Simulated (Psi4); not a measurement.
# Two attempts at SnH3OF (SMILES [OH][SnH2][F])

Wanted: a single-point energy of SnH3OF, UMP2/def2-TZVPP (density fitting, core potential, density fitting for correlation, ddPCM ethanol).

The calculation is run with Psi4 1.11.

2 further runs of the same task are left out: 1 that didn't finish, 1 set aside as unsound or not needed.

## (1) The structure to begin with

The species is SnH3OF (6 atoms), meant as a singlet with charge 0. SMILES: `[OH][SnH2][F]`. Geometry: relaxed at PBE0-D4/def2-TZVP. This is one conformer, not always the lowest.

Bond lengths: O1–Sn2 1.948 Å, Sn2–F3 1.922 Å, O1–H4 0.960 Å, Sn2–H5 1.701 Å, Sn2–H6 1.692 Å. Angles: O1–Sn2–F3 105.3°, O1–Sn2–H5 111.8°, O1–Sn2–H6 106.0°, F3–Sn2–H5 104.3°, F3–Sn2–H6 107.5°, Sn2–O1–H4 114.0°, H5–Sn2–H6 120.8°.

## (2) First attempt

Contents of job.json:

```json
{
 "schema_name": "qcschema_input",
 "schema_version": 1,
 "molecule": {
  "schema_name": "qcschema_molecule",
  "schema_version": 2,
  "symbols": ["O", "Sn", "F", "H", "H", "H"],
  "geometry": [-2.67282863, -0.6292788, -0.8031336, 0.57126421, 0.48358092, 0.5361153, 2.66281308, -2.48517883, 0.57088626, -2.58627917, -1.2957852, -2.48820239, 2.07132881, 2.48895828, -1.4779548, 2.73273295, 2.48895828, -1.4779548],
  "molecular_charge": 0,
  "molecular_multiplicity": 1,
  "fix_symmetry": "c1"
 },
 "driver": "energy",
 "model": {
  "method": "mp2",
  "basis": "def2-TZVPP"
 },
 "keywords": {
  "reference": "uhf",
  "scf_type": "df",
  "num_frozen_docc": 6,
  "mp2_type": "df",
  "ddx": true,
  "ddx_model": "pcm",
  "ddx_solvent": "ethanol",
  "ddx_radii_set": "uff"
 }
}
```

Launch:

```
$ psi4 --qcschema job.json -n 1 --memory 1600MB
```

stdout:

```text
[...]
    !!!  WARNING: ECP capability is in beta. Please check occupations closely.  !!!
[...]
  Running in c1 symmetry.
[...]
  Nuclear repulsion =  146.073856247331946
[...]
  Multiplicity = 1
[...]
  Nalpha       = 21
  Nbeta        = 21
[...]
    Number of basis functions: 154
[...]
 WARNING: Atomic UHF is not converging! Try casting from a smaller basis or call Rob at CCMST.
   -------------------------
[...]
   @DF-UHF iter   1:  -388.90662362897945   -2.15141e+00   5.05914e-03 DIIS/ADIIS
[...]
   @DF-UHF iter  13:  -389.14005898284262   -5.58202e-11   7.74113e-09 DIIS
[...]
   @S^2 Observed:                2.842170943E-14
[...]
    Orbital Energies [Eh]
    ---------------------
    Alpha Occupied:
       1A    -26.230935     2A    -20.540403     3A     -5.869856
       4A     -4.064492     5A     -4.055809     6A     -4.053292
       7A     -1.522923     8A     -1.362630     9A     -1.337308
      10A     -1.328137    11A     -1.321835    12A     -1.315723
      13A     -1.261790    14A     -0.933154    15A     -0.678870
      16A     -0.634038    17A     -0.601505    18A     -0.597464
      19A     -0.523184    20A     -0.493022    21A     -0.328633
    Alpha Virtual:
      22A      0.077171    23A      0.085955    24A      0.105991
      25A      0.168836    26A      0.194573    27A      0.222332
[...]
  @DF-UHF Final Energy:  -389.14005898284262
   => Energetics <=
    Nuclear Repulsion Energy =            146.0738562473319462
    One-Electron Energy =                -912.1211583229828648
    Two-Electron Energy =                 376.9335429697642326
    DD Solvation Energy =                 -0.0262998769559177
    Total Energy =                       -389.1400589828426178
  UHF NO Occupations:
  HONO-2 :   19  A 2.0000000
[...]
 Multipole Moments:
 ------------------------------------------------------------------------------------
     Multipole            Electronic (a.u.)      Nuclear  (a.u.)        Total (a.u.)
 ------------------------------------------------------------------------------------
 L = 1.  Multiply by 2.5417464519 to convert [e a0] to [Debye]
 Dipole X            :          4.2163821           -3.5277279            0.6886543
 Dipole Y            :         15.6813685          -14.2537844            1.4275841
 Dipole Z            :          8.4025846          -10.0417019           -1.6391173
 Magnitude           :                                                    2.2801199
[...]
```

The result, in JSON:

```text
{
 "driver": "energy",
 "model": {
  "method": "mp2",
  "basis": "def2-TZVPP"
 },
 "success": true,
 "return_result": -389.98079597290774,
 "properties": {
  "calcinfo_nbasis": 154,
  "calcinfo_nmo": 154,
  "calcinfo_nalpha": 21,
  "calcinfo_nbeta": 21,
  "calcinfo_natom": 6,
  "nuclear_repulsion_energy": 298.78702547845796,
  "return_energy": -389.98079597290774,
  "scf_one_electron_energy": -912.1211583229829,
  "scf_two_electron_energy": 376.93354296976423,
  "scf_dipole_moment": [0.6886542595193745, 1.4275840542675766, -1.63911734753877],
  "scf_total_energy": -389.1400589828426,
  "scf_iterations": 13,
  "mp2_same_spin_correlation_energy": -0.23946015716571623,
  "mp2_opposite_spin_correlation_energy": -0.6012768328993907,
  "mp2_singles_energy": -1.6579473699913356e-26,
  "mp2_doubles_energy": -0.8407369900651069,
  "mp2_correlation_energy": -0.8407369900651069,
  "mp2_total_energy": -389.98079597290774
 }
}
```

Wall time 37 s (1 thread of AMD EPYC 7R43 (Zen 3), shared host); peak memory 0.3 GiB.

## (3) Reading the log

It ran to the end. The result can't be trusted all the same.

The fault: two atoms lie on top of or far too near each other. As the program read them, the closest atoms are 0.35 Å apart, against 0.96 Å in the sound input.

## (4) Try two

Contents of job.json:

```json
{
  "schema_name": "qcschema_input",
  "schema_version": 1,
  "molecule": {
    "schema_name": "qcschema_molecule",
    "schema_version": 2,
    "symbols": ["O", "Sn", "F", "H", "H", "H"],
    "geometry": [-2.67282863, -0.6292788, -0.8031336, 0.57126421, 0.48358092, 0.5361153, 2.66281308, -2.48517883, 0.57088626, -2.58627917, -1.2957852, -2.48820239, 2.07132881, 2.48895828, -1.4779548, 0.03307021, 1.31657219, 3.57517286],
    "molecular_charge": 0,
    "molecular_multiplicity": 1,
    "fix_symmetry": "c1"
  },
  "driver": "energy",
  "model": {
    "method": "mp2",
    "basis": "def2-TZVPP"
  },
  "keywords": {
    "reference": "uhf",
    "scf_type": "df",
    "num_frozen_docc": 6,
    "mp2_type": "df",
    "ddx": true,
    "ddx_model": "pcm",
    "ddx_solvent": "ethanol",
    "ddx_radii_set": "uff"
  }
}
```

Launch:

```
$ psi4 --qcschema job.json -n 1 --memory 1600MB
```

stdout:

```text
[...]
    !!!  WARNING: ECP capability is in beta. Please check occupations closely.  !!!
[...]
  Running in c1 symmetry.
[...]
  Nuclear repulsion =  145.590402903638193
[...]
  Multiplicity = 1
[...]
  Nalpha       = 21
  Nbeta        = 21
[...]
    Number of basis functions: 154
[...]
 WARNING: Atomic UHF is not converging! Try casting from a smaller basis or call Rob at CCMST.
   -------------------------
[...]
   @DF-UHF iter   1:  -389.35892645289431   -2.20870e+00   4.53858e-03 ADIIS/DIIS
[...]
   @DF-UHF iter  12:  -389.52772486650855   -9.09495e-13   3.52489e-09 DIIS
[...]
   @S^2 Observed:               -3.552713679E-15
[...]
    Orbital Energies [Eh]
    ---------------------
    Alpha Occupied:
       1A    -26.241108     2A    -20.549538     3A     -5.889471
       4A     -4.081958     5A     -4.079997     6A     -4.078555
       7A     -1.531757     8A     -1.380195     9A     -1.349424
      10A     -1.347017    11A     -1.344280    12A     -1.340606
      13A     -1.274544    14A     -0.716102    15A     -0.645408
      16A     -0.612685    17A     -0.610309    18A     -0.564525
      19A     -0.505126    20A     -0.499952    21A     -0.457016
    Alpha Virtual:
      22A      0.086639    23A      0.089994    24A      0.136539
      25A      0.139126    26A      0.183072    27A      0.228983
[...]
  @DF-UHF Final Energy:  -389.52772486650855
   => Energetics <=
    Nuclear Repulsion Energy =            145.5904029036381928
    One-Electron Energy =                -911.7990227164664248
    Two-Electron Energy =                 376.6951933804293731
    DD Solvation Energy =                 -0.0142984341096630
    Total Energy =                       -389.5277248665085494
  UHF NO Occupations:
  HONO-2 :   19  A 2.0000000
[...]
 Multipole Moments:
 ------------------------------------------------------------------------------------
     Multipole            Electronic (a.u.)      Nuclear  (a.u.)        Total (a.u.)
 ------------------------------------------------------------------------------------
 L = 1.  Multiply by 2.5417464519 to convert [e a0] to [Debye]
 Dipole X            :          5.5789176           -5.5037723            0.0751453
 Dipole Y            :         16.3232169          -15.1119238            1.2112931
 Dipole Z            :          6.0360164           -6.3430160           -0.3069996
 Magnitude           :                                                    1.2518493
[...]
```

The result, in JSON:

```text
{
 "driver": "energy",
 "model": {
  "method": "mp2",
  "basis": "def2-TZVPP"
 },
 "success": true,
 "return_result": -390.3514521883438,
 "properties": {
  "calcinfo_nbasis": 154,
  "calcinfo_nmo": 154,
  "calcinfo_nalpha": 21,
  "calcinfo_nbeta": 21,
  "calcinfo_natom": 6,
  "nuclear_repulsion_energy": 299.2208079332035,
  "return_energy": -390.3514521883438,
  "scf_one_electron_energy": -911.7990227164664,
  "scf_two_electron_energy": 376.6951933804294,
  "scf_dipole_moment": [0.07514532059998746, 1.211293092275044, -0.30699963586493517],
  "scf_total_energy": -389.52772486650855,
  "scf_iterations": 12,
  "mp2_same_spin_correlation_energy": -0.23270409361641314,
  "mp2_opposite_spin_correlation_energy": -0.5910232282188149,
  "mp2_singles_energy": -6.3695389270668005e-27,
  "mp2_doubles_energy": -0.8237273218352281,
  "mp2_correlation_energy": -0.8237273218352281,
  "mp2_total_energy": -390.3514521883438
 }
}
```

It took 32 s on 1 thread of AMD EPYC 7R43 (Zen 3), shared host; peak memory 0.3 GiB.

## (5) Summary of results

Level: UMP2/def2-TZVPP (density fitting, core potential, density fitting for correlation, ddPCM ethanol).

```
                                   quantity          value
                               total energy  -390.35145 Eh
        HOMO energy (Hartree–Fock orbitals)      -12.44 eV
        LUMO energy (Hartree–Fock orbitals)        2.36 eV
      HOMO–LUMO gap (Hartree–Fock orbitals)       14.79 eV
correlation energy (6 core orbitals frozen)     -823.7 mEh
                 solvent term in the energy   -37.5 kJ/mol
```

**Reading.** The first attempt's energy was +10.086 eV off this one.
